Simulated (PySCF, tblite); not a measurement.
# C6H14OP2: geometry, infrared bands and NMR shifts

What infrared bands and NMR shifts should C6H14OP2 (`CPCCPCC(C)=O`) show?

The runs use tblite 0.8.0 and PySCF 2.14.0, with density-fitted response routines of our own; the level of theory stands in each step. All values are computed, except where a source is named. Atoms count from 0, in the outputs and in this text.

**1. The molecule as given**

23 atoms, charge 0, multiplicity 1; geometry from: force field or distance geometry start.

Bonds of the start (Å): C0–P1 1.85, P1–C2 1.85, C2–C3 1.53, C3–P4 1.86, P4–C5 1.86, C5–C6 1.52, C6–C7 1.50, C6–O8 1.23, C0–H9 1.09, C0–H10 1.09, C0–H11 1.09, P1–H12 1.43, C2–H13 1.10, C2–H14 1.09, C3–H15 1.11, C3–H16 1.09, P4–H17 1.42, C5–H18 1.10, C5–H19 1.10, C7–H20 1.10, C7–H21 1.10, C7–H22 1.09.

**2. Relaxing the molecule with GFN2-xTB**

Job settings and geometry (Å):

```
{"job": {"kind": "relax", "xc": "GFN2-xTB", "basis": "xTB"}, "charge": 0, "multiplicity": 1}
C      4.496600    -0.622900    -0.493200
P      2.774700    -1.286500    -0.503700
C      1.883500     0.189900     0.156000
C      0.401400    -0.112400     0.410600
P     -0.482400     1.343600     1.145700
C     -2.237900     0.722400     1.060400
C     -2.877800     0.427000    -0.283900
C     -4.218200    -0.247300    -0.229200
O     -2.356700     0.726600    -1.353500
H      4.595000     0.152500    -1.252900
H      4.739500    -0.188100     0.477300
H      5.201800    -1.420500    -0.704500
H      2.844200    -2.020400     0.725800
H      1.967400     1.000800    -0.585800
H      2.363600     0.540800     1.073900
H      0.308300    -0.949500     1.141200
H     -0.088100    -0.427200    -0.505900
H     -0.526800     2.131300    -0.036000
H     -2.858800     1.485500     1.552200
H     -2.278300    -0.184400     1.678600
H     -4.938500     0.390700     0.303800
H     -4.591100    -0.414400    -1.249400
H     -4.125900    -1.210500     0.281000
```

Run with:

```bash
> OMP_NUM_THREADS=1 python probes_run.py task.json out
```

This one command runs all jobs of the session in turn.

**Question.** This job is followed by: GFN2-xTB harmonic vibrations, gas phase; GIAO PBE0/pcSseg-1 NMR shielding, non-relativistic, gas phase. Predict these results of the whole session: strongest single infrared mode (GFN2-xTB); zero-point energy (GFN2-xTB); ¹³C shifts against TMS (PBE0/pcSseg-1); ¹H shifts against TMS (PBE0/pcSseg-1, means over atoms taken as alike); ³¹P shifts against H3PO4 (PBE0/pcSseg-1); ¹⁷O shifts against H2O (PBE0/pcSseg-1); surface potential, 1st and 99th percentile.

The runs gave:

```
                                                              quantity                                         value
                             strongest single infrared mode (GFN2-xTB)                         1755 cm⁻¹, 257 km/mol
                                          zero-point energy (GFN2-xTB)                                115.0 kcal/mol
                                ¹³C shifts against TMS (PBE0/pcSseg-1)        213.7, 37.3, 37.1, 28.2, 22.7, 9.1 ppm
¹H shifts against TMS (PBE0/pcSseg-1, means over atoms taken as alike)  4.00, 3.17, 2.41, 2.19, 1.50, 1.49, 1.21 ppm
                              ³¹P shifts against H3PO4 (PBE0/pcSseg-1)                             -74.5, -100.9 ppm
                                ¹⁷O shifts against H2O (PBE0/pcSseg-1)                                     655.1 ppm
                                 surface potential, 1st and 99th percentile                            -1.62 V and 1.08 V
```

What this shows: Over 203 steps the energy fell by 0.147 eV; of the close pairs, P1–H12 changed most, 1.434 to 1.403 Å. All 63 modes are real, so the xTB geometry is a minimum. The strongest single mode, at 1755 cm⁻¹, moves mainly C6 and O8. GFN2-xTB is a fitted tight-binding method: band positions and strengths are rough. Its intensities can rank the bands wrongly. The most deshielded carbon is C6 (ketone carbonyl carbon), at 213.7 ppm: the double bond to the heteroatom, with no lone-pair donor beside it, deshields it most. At PBE0/pcSseg-1: The largest span, 1247 ppm, is at O8, where the paramagnetic term is -722 ppm. At PBE0/pcSseg-1, counted by nearest atom on the grid, the HOMO lies on P1 35 %; P4 26 %, the LUMO on C6 40 %; O8 26 %.
